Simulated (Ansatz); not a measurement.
Crystal: Ti4Ru.

```
CELL_PARAMETERS angstrom
0.00000 2.37271 11.05393
1.55677 0.00000 11.05393
1.55677 2.37271 0.00000
ATOMIC_POSITIONS crystal
Ru 0.00000 0.00000 0.00000
Ti 0.59038 0.59038 0.40962
Ti 0.19693 0.19693 0.80307
Ti 0.80307 0.80307 0.19693
Ti 0.40962 0.40962 0.59038
```

The cell comes from a database or a generator and needn't be the stable form of this composition.

Base run:

| Item | Value |
| --- | --- |
| Program | Ansatz 0.2.0 |
| Functional | PBE |
| Potentials or basis | Ansatz PAW |
| Cutoff | 420 eV |
| Density cutoff | 1680 eV |
| k mesh | 10 × 10 × 10 |
| Occupations | fermi-dirac, width 0.05 eV |
| Spin | no spin polarisation |

Its results: band gap on the k mesh none (metal or under the smearing width); pressure 0.2 GPa; largest force 0.096 eV/Å.

Problem. The run is repeated on the same cell with these changes: functional from PBE to PBEsol. What comes out?

Solution. Band gap on the k mesh none (metal or under the smearing width); pressure -5.3 GPa; largest force 0.259 eV/Å.

PBEsol binds more tightly than PBE, so the same cell stands under less pressure.

Caveats: the PAW data sets come from PBE, with cores solved anew for the run's functional, which leaves a small shift of forces and pressure (some runs).

Not every run made on this cell is shown here.
